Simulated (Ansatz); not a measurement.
**BH₇SeSi₂: a ladder of functionals and wavefunction methods**

Aim: compute BH₇SeSi₂ with functionals from several rungs and with coupled cluster, and see how far each lands from CCSD(T) at the basis-set limit for the atomisation energy.

Computed with Ansatz 0.2.0, Gaussian basis. Level: functionals in def2-TZVPP, the program's frozen cores in correlated methods.

Plan: LDA (SPW92), PBE-D4, revPBE-D4, BLYP-D4, r2SCAN-D4, B97M-V, PBE0-D4, B3LYP-D4, r2SCANh-D4, r2SCAN0-D4, HSE06-D4, BHLYP-D4, CAM-B3LYP-D4, LC-ωPBE, ωB97X-V, ωB97M-V, B2PLYP, PBE-QIDH; CCSD(T)/def2-SVP; CCSD(T)/def2-TZVPP; MP2/def2-QZVPP; extrapolation to the limit; RPA on PBE.

### Step 1. The relaxed structure

An earlier PBE0-D4 in a triple-zeta def2 set relaxation fixed the geometry.

SMILES `B[Se][SiH2][SiH3]`, 11 atoms, charge 0, spin multiplicity 1.

Atoms are counted from 1 here; the program's logs count them from 0.

Bond lengths: B1–Se2 1.908 Å, B1–H5 1.192 Å, B1–H6 1.191 Å, Se2–Si3 2.304 Å, Si3–Si4 2.336 Å, Si3–H7 1.487 Å, Si3–H8 1.486 Å, Si4–H9 1.486 Å, Si4–H10 1.487 Å, Si4–H11 1.488 Å. Angles: Se2–B1–H5 121.1°, Se2–B1–H6 116.5°, H5–B1–H6 122.4°, B1–Se2–Si3 98.0°, Se2–Si3–Si4 109.0°, Se2–Si3–H7 106.3°, Se2–Si3–H8 109.0°, Si4–Si3–H7 111.2°, Si4–Si3–H8 112.3°, H7–Si3–H8 108.8°, Si3–Si4–H9 109.3°, Si3–Si4–H10 108.8°, Si3–Si4–H11 111.1°, H9–Si4–H10 109.2°, H9–Si4–H11 109.2°, H10–Si4–H11 109.2°.

As a file:

```mol
BH7SeSi2
  3D, bonds by distance, orders not assigned

 11 10  0  0  0  0  0  0  0  0999 V2000
   -0.7122    2.0452    0.9576 B   0  0
    1.0844    1.4342    1.1519 Se  0  0
    0.7074   -0.8023    0.7462 Si  0  0
    0.0532   -1.0731   -1.4799 Si  0  0
   -1.5963    1.2869    0.7028 H   0  0
   -0.8963    3.2124    1.1078 H   0  0
    1.9940   -1.4971    1.0165 H   0  0
   -0.3169   -1.3010    1.7001 H   0  0
   -1.1661   -0.2628   -1.7357 H   0  0
    1.1500   -0.5983   -2.3638 H   0  0
   -0.2357   -2.5012   -1.7829 H   0  0
  1  2  8  0
  2  3  8  0
  3  4  8  0
  1  5  8  0
  1  6  8  0
  3  7  8  0
  3  8  8  0
  4  9  8  0
  4 10  8  0
  4 11  8  0
M  END
```

### Step 2. LDA

This LDA is Slater exchange with PW92 correlation.

in.yaml reads:

```yaml
crystal:
  periodic: [false, false, false]
  atoms:
    - {symbol: B, position_ang: [-0.712155, 2.045196, 0.957584]}
    - {symbol: Se, position_ang: [1.084382, 1.434216, 1.151854]}
    - {symbol: Si, position_ang: [0.707400, -0.802294, 0.746233]}
    - {symbol: Si, position_ang: [0.053188, -1.073069, -1.479872]}
    - {symbol: H, position_ang: [-1.596283, 1.286935, 0.702803]}
    - {symbol: H, position_ang: [-0.896317, 3.212415, 1.107830]}
    - {symbol: H, position_ang: [1.993962, -1.497054, 1.016526]}
    - {symbol: H, position_ang: [-0.316893, -1.300971, 1.700088]}
    - {symbol: H, position_ang: [-1.166084, -0.262810, -1.735738]}
    - {symbol: H, position_ang: [1.150027, -0.598271, -2.363767]}
    - {symbol: H, position_ang: [-0.235728, -2.501194, -1.782940]}
basis:
  gaussian: {orbitals: def2-TZVPP}
hamiltonian: {xc: lda}
output: {orbitals: {seedname: orbitals}}
```

Command:

```bash
> ansatz run in.yaml --threads 4 --pin off --events-out ev --progress --plain --max-ram 10444MiB
```

Further steps of the session: PBE-D4 (GGA); revPBE-D4 (GGA); BLYP-D4 (GGA); r2SCAN-D4 (meta-GGA); B97M-V (meta-GGA); B3LYP-D4 (hybrid); r2SCANh-D4 (hybrid); r2SCAN0-D4 (hybrid); HSE06-D4 (hybrid); BHLYP-D4 (hybrid); CAM-B3LYP-D4 (range-separated); LC-ωPBE (range-separated); ωB97X-V (range-separated); ωB97M-V (range-separated); B2PLYP (double hybrid); PBE-QIDH (double hybrid); CCSD(T) in def2-SVP; CCSD(T) in def2-TZVPP; MP2 in def2-QZVPP; RPA on PBE orbitals.

**Question.** What will the summary of the whole plan be? Wanted: atomisation energy, CCSD(T)/CBS; farthest beyond LDA; mean size of error, GGA; mean size of error, meta-GGA; mean size of error, hybrid; mean size of error, range-separated; mean size of error, double hybrid; gap, smallest and largest; T1 diagnostic.

The runs gave:

| quantity | value |
| --- | --- |
| atomisation energy, CCSD(T)/CBS | 793.0 kcal/mol |
| functionals within 7.9 kcal/mol (1.0 %) | PBE-D4, r2SCAN-D4, B97M-V, PBE0-D4, B3LYP-D4, r2SCANh-D4, r2SCAN0-D4, HSE06-D4, CAM-B3LYP-D4, ωB97X-V, ωB97M-V |
| farthest beyond LDA | revPBE-D4 (-15.8 kcal/mol) |
| mean size of error, GGA | 10.0 kcal/mol |
| mean size of error, meta-GGA | 3.2 kcal/mol |
| mean size of error, hybrid | 4.1 kcal/mol |
| mean size of error, range-separated | 5.8 kcal/mol |
| mean size of error, double hybrid | 10.7 kcal/mol |
| gap, smallest and largest | 3.90 eV (LDA (SPW92)), 10.57 eV (LC-ωPBE) |
| T1 diagnostic | 0.0136 |
| triples share of the correlation energy | 3.7 % |

In words: The LDA atomisation energy is off by 84.5 kcal/mol (11 %): it overbinds. PBE-D4 is off by -4.1 kcal/mol. Double hybrids carry the basis error of their MP2 part in triple zeta, and no dispersion term here, so their miss is partly the set-up's. The rungs meta-GGA, hybrid, range-separated miss on average by less than the doubt on the reference (7.9 kcal/mol), so they tie. Misses under about 7.9 kcal/mol are within the doubt on the reference itself, which lacks core-valence correlation, relativity and higher excitations, and its outer-core shells are covered unevenly. All levels share the lack of spin-orbit coupling, which lowers the free heavy atoms and so the true binding. Hartree-Fock recovers 76 % of the binding; the rest is correlation. CCSD(T) in def2-SVP is off by -51.9 kcal/mol, worse than the median functional, from the basis alone. The gap grows from 3.9 to 10.6 eV across the functionals, mostly with the share of exact exchange. Correlated methods include outer-core shells of Se, which these sets cover unevenly.
